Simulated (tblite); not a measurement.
# C3H3Cl3NSSc: the cost of one run

Computed with tblite 0.8.0 and PySCF 2.14.0; each step states its level. No surroundings beyond the atoms listed, unless a continuum is named. Atoms count from 0, parts from 1.

## 1. The system as given

12 atoms, charge 0, multiplicity 1; geometry: rigid parts in contact. Parts: 1 = atoms 0–3, `[Cl][Sc]([Cl])[Cl]`, charge 0; 2 = atoms 4–11, `c1cscn1`, charge 0.

## 2. Search for minima with GFN2-xTB

What the job is given:

```
{"job": {"kind": "dock", "xc": "GFN2-xTB", "basis": "xTB"}, "charge": 0, "multiplicity": 1, "parts": [{"atoms": "0-3", "charge": 0, "multiplicity": 1}, {"atoms": "4-11", "charge": 0, "multiplicity": 1}]}
Cl    -1.458083     1.364586    -0.871171
Sc     0.209698    -0.061488    -0.375604
Cl    -0.506409    -2.105287     0.233654
Cl     1.754794     0.802190     1.013121
C     -3.499323     0.159541    -3.435302
C     -4.000632     1.421236    -3.383959
S     -2.760195     2.568519    -3.699896
C     -1.658546     1.236315    -3.877088
N     -2.178004     0.078043    -3.714743
H     -4.055889    -0.745362    -3.275410
H     -5.002780     1.740917    -3.185143
H     -0.625790     1.406612    -4.105792
```

With the program's defaults for keys left out, this is: GFN2-xTB search for minima from random contacts, gas phase.

Command:

```
> OMP_NUM_THREADS=1 python cluster_run.py task.json out
```

This one command runs all jobs of the session in turn.

**Question.** How long does this first job take on 1 thread of AMD EPYC 7R13, shared host?

About 7.2 s.
